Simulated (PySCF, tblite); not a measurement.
# C₇H₈: geometry, infrared bands and NMR shifts

Aim: predict the infrared bands and NMR shifts of C₇H₈ (`C#C[C@@H]1C[C@@H]1C=C`).

Computed with tblite 0.8.0 and PySCF 2.14.0, with density-fitted response routines of our own, on a single molecule in the gas phase. Atoms are numbered from 0 throughout.

**1. Starting geometry**

15 atoms, charge 0, multiplicity 1; geometry from: force field or distance geometry start.

Bonds of the start (Å): C0–C1 1.20, C1–C2 1.43, C2–C3 1.52, C3–C4 1.52, C4–C5 1.47, C5–C6 1.34, C4–C2 1.52, C0–H7 1.07, C2–H8 1.08, C3–H9 1.09, C3–H10 1.07, C4–H11 1.09, C5–H12 1.10, C6–H13 1.09, C6–H14 1.09.

**2. Geometry optimisation with GFN2-xTB**

Job settings and geometry (Å):

```
{"job": {"kind": "relax", "xc": "GFN2-xTB", "basis": "xTB"}, "charge": 0, "multiplicity": 1}
C      2.597700     1.275700     0.419900
C      1.871400     0.317100     0.400600
C      1.040600    -0.851300     0.402200
C      0.264300    -1.150500    -0.867600
C     -0.477800    -0.734700     0.387800
C     -1.154600     0.570100     0.384600
C     -2.218600     0.903900    -0.352000
H      3.226000     2.141400     0.431500
H      1.438400    -1.704300     0.940100
H      0.185800    -2.197200    -1.157300
H      0.329400    -0.468200    -1.693700
H     -1.024500    -1.508100     0.919800
H     -0.753200     1.323800     1.075500
H     -2.665600     0.192300    -1.039100
H     -2.663600     1.898100    -0.274100
```

On the command line:

```sh
OMP_NUM_THREADS=1 python probes_run.py task.json out
```

This one command runs all jobs of the session in turn.

**Question.** This job is followed by: GFN2-xTB harmonic vibrations, gas phase; GIAO PBE0/pcSseg-1 NMR shielding, non-relativistic, gas phase. What will the session give for the following? strongest single infrared mode (GFN2-xTB); zero-point energy (GFN2-xTB); 13C shifts against TMS (PBE0/pcSseg-1); 1H shifts against TMS (PBE0/pcSseg-1).

**Answer**, as computed:

```
                                 quantity                                               value
strongest single infrared mode (GFN2-xTB)                                3132 cm⁻¹, 48 km/mol
             zero-point energy (GFN2-xTB)                                       76.0 kcal/mol
   13C shifts against TMS (PBE0/pcSseg-1)      148.1, 121.0, 89.5, 73.1, 27.4, 19.5, 10.5 ppm
    1H shifts against TMS (PBE0/pcSseg-1)  5.95, 5.57, 5.43, 1.71, 1.55, 1.24, 1.11, 0.59 ppm
```

**Reading.** The optimisation took 122 steps and gained 0.206 eV; among the close pairs (by a distance rule), C0–H7 changed most, from 1.070 to 1.049 Å. No mode is imaginary among the 39: a minimum at this level. The strongest single mode, at 3132 cm⁻¹, moves mainly H14. Unscaled tight-binding wavenumbers are off by several per cent, some by more. Its intensities can rank the bands wrongly. C5 (alkene CH) lies farthest downfield among carbon, at 148.1 ppm; an sp2 carbon of a C=C bond. The most deshielded hydrogen is H12 (hydrogen on an alkene CH), at 5.95 ppm: attached to an sp2 carbon and in the plane of the double bond. At PBE0/pcSseg-1: The widest tensor belongs to C1: span 299 ppm, with a paramagnetic part of -158 ppm.
